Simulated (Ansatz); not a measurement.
# BH₃OSSi: how energies converge with the basis set

Aim: see how fast density functionals converge with the basis set for BH₃OSSi.

Method: one geometry, several basis sets; program: Ansatz 0.2.0, Gaussian basis.

Plan: PBE0-D4/def2-SVP; ωB97M-V/def2-SVP; PBE0-D4/def2-QZVPP; ωB97M-V/def2-QZVPP; the functionals' def2-TZVPP values are taken from earlier runs.

### 1 The geometry

The geometry comes from an earlier relaxation with PBE0-D4 in a triple-zeta def2 set; it is a stationary point, not always the lowest conformer.

SMILES `S[SiH]1BO1`, 7 atoms, charge 0, spin multiplicity 1.

Atoms are counted from 1 here; the program's logs count them from 0.

Bond lengths: S1–Si2 2.115 Å, S1–H5 1.344 Å, Si2–B3 1.894 Å, Si2–O4 1.749 Å, Si2–H6 1.478 Å, B3–O4 1.342 Å, B3–H7 1.189 Å. Angles: Si2–S1–H5 95.1°, S1–Si2–B3 123.8°, S1–Si2–O4 115.8°, S1–Si2–H6 109.9°, B3–Si2–O4 43.0°, B3–Si2–H6 125.9°, O4–Si2–H6 109.5°, Si2–B3–O4 62.7°, Si2–B3–H7 165.6°, O4–B3–H7 131.7°, Si2–O4–B3 74.2°.

### 2 PBE0-D4 in def2-SVP

Contents of in.yaml:

```yaml
crystal:
  periodic: [false, false, false]
  atoms:
    - {symbol: S, position_ang: [-2.056464, -0.135160, 0.421752]}
    - {symbol: Si, position_ang: [-0.010890, 0.369977, 0.242789]}
    - {symbol: B, position_ang: [1.385416, -0.905212, 0.139096]}
    - {symbol: O, position_ang: [0.870759, -0.461173, -1.018552]}
    - {symbol: H, position_ang: [-2.503764, 0.929448, -0.266767]}
    - {symbol: H, position_ang: [0.133570, 1.830485, 0.064435]}
    - {symbol: H, position_ang: [2.242574, -1.696364, 0.371546]}
basis:
  gaussian: {orbitals: def2-SVP}
hamiltonian: {xc: pbe0, dispersion: d4}
output: {orbitals: {seedname: orbitals}}
```

Started as:

```sh
$ ansatz run in.yaml --threads 2 --pin off --events-out ev --progress --plain --max-ram 4352MiB
```

After this run come: ωB97M-V in def2-SVP; PBE0-D4 in def2-QZVPP; ωB97M-V in def2-QZVPP.

Before running them: what should the planned runs give, taken together? Wanted: PBE0-D4: double and triple zeta above quadruple; ωB97M-V: double and triple zeta above quadruple.

The runs gave:

| quantity | value |
| --- | --- |
| PBE0-D4: double and triple zeta above quadruple | 10.65, 0.76 eV |
| ωB97M-V: double and triple zeta above quadruple | 10.66, 0.71 eV |

**Reading.** For PBE0-D4 the step from double to triple zeta gains 9.89 eV and the next only 0.76 eV. These are total energies; as a rule much of such shifts cancels in differences, which this series doesn't test. The LUMO of ωB97M-V is positive and keeps falling with the basis (1.17 to 0.58 eV): an unbound level that the basis holds in place.
